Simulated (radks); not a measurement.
# Sc⁴⁺ in [Ne] 3s2 3p5: an all-electron calculation

An exercise on one series of results from a longer session: the logs are not shown, and one member is left open.

Method: scalar-relativistic Kohn-Sham, r2SCAN, spin-polarised, spherical densities, finite nucleus; open shells are filled with parallel spins first. Code: radks (a radial shooting solver on a logarithmic mesh, Libxc functionals) version 1.

## Starting point

```
element            : scandium (Z = 21)
charge             : +4
electrons          : 17
configuration      : [Ne] 3s2 3p5
nuclear rms radius : 3.5459 fm
```

The outer shells:

Sc⁴⁺
```
[Ne] core
3s [↑↓]
3p [↑↓][↑↓][↑ ]
```

Set-up of the first run:

Settings of this run:

```text
Z 21
configuration [Ne] 3s2 3p5
relativity scalar-relativistic
functional r2scan,r2scan
spin polarised
nucleus finite rms 3.5459 fm
c 137.035999084
```

Launch:

```sh
$ python run_ks.py task.json out
```

This one command runs every case of the session in turn.

Steps of the session up to this table: Self-consistent calculation.

One table of the session follows, with a row left open; its other results are not shown here.

It belongs to the step «Shells». Sizes of the orbitals, from the radial functions (bohr):

```
  level      <r>  outermost maximum (interpolated)  90 % within  nodes
  1s up  0.07306                            0.0478        0.130      0
1s down        ?                                 ?            ?      ?
  2s up   0.3421                             0.283        0.532      1
2s down   0.3421                             0.283        0.531      1
  2p up   0.3068                             0.232        0.505      0
2p down   0.3069                             0.232        0.505      0
  3s up    1.032                             0.909         1.53      2
3s down    1.036                             0.911         1.54      2
  3p up    1.087                             0.939         1.64      1
3p down    1.093                             0.942         1.65      1
```

Estimate the missing values for 1s down.

As computed: <r>: 0.07305; outermost maximum (interpolated): 0.0478; 90 % within: 0.130; nodes: 0. In the column «<r>» it is the lowest.

Caveats from the session: Open shells are spherical and high-spin; term and fine-structure splittings are not resolved.
